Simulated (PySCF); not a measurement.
# Cl3FSi: the cost of one run

Programs: PySCF 2.14.0. All values are calculated, for the isolated system unless a continuum is named. Atoms count from 0, parts from 1.

## 1. Starting point

Each species was relaxed by itself at PBE0-D3(BJ)/def2-SVPD.

## 2. Energies of the species: wB97M-D3(BJ)/def2-TZVPD

What the job is given:

```
{"job": {"kind": "react", "xc": "wB97M-D3(BJ)", "basis": "def2-TZVPD"}, "charge": 0, "multiplicity": 1}
-1 Cl3HSi charge 0 multiplicity 1
Cl    -0.187640    -1.005930    -1.747900
Si    -0.035620     0.074770    -0.011120
Cl     1.943310     0.448760     0.377070
Cl    -0.831460    -1.015500     1.533450
H     -0.765180     1.348400    -0.149940

-1 FH charge 0 multiplicity 1
F      0.458680    -0.005240    -0.035660
H     -0.458680     0.005240     0.035660

+1 Cl3FSi charge 0 multiplicity 1
F     -0.908360    -1.432620     0.188500
Si    -0.053830    -0.077940     0.017770
Cl     0.817220     0.354390     1.801790
Cl     1.356900    -0.390710    -1.410200
Cl    -1.321990     1.407430    -0.542280

+1 H2 charge 0 multiplicity 1
H      0.380040     0.002200     0.013900
H     -0.380040    -0.002200    -0.013900
```

Level: wB97M-D3(BJ)/def2-TZVPD reaction energy of separated species, gas phase.

Started as:

```sh
OMP_NUM_THREADS=1 python cluster_run.py task.json out
```

One launch serves the whole session: the jobs run in the order shown.

Q: Estimate the wall time and peak memory of this first job on 1 thread of Arm Neoverse V1, shared host.

About 29 s, with a peak of 0.79 GiB.
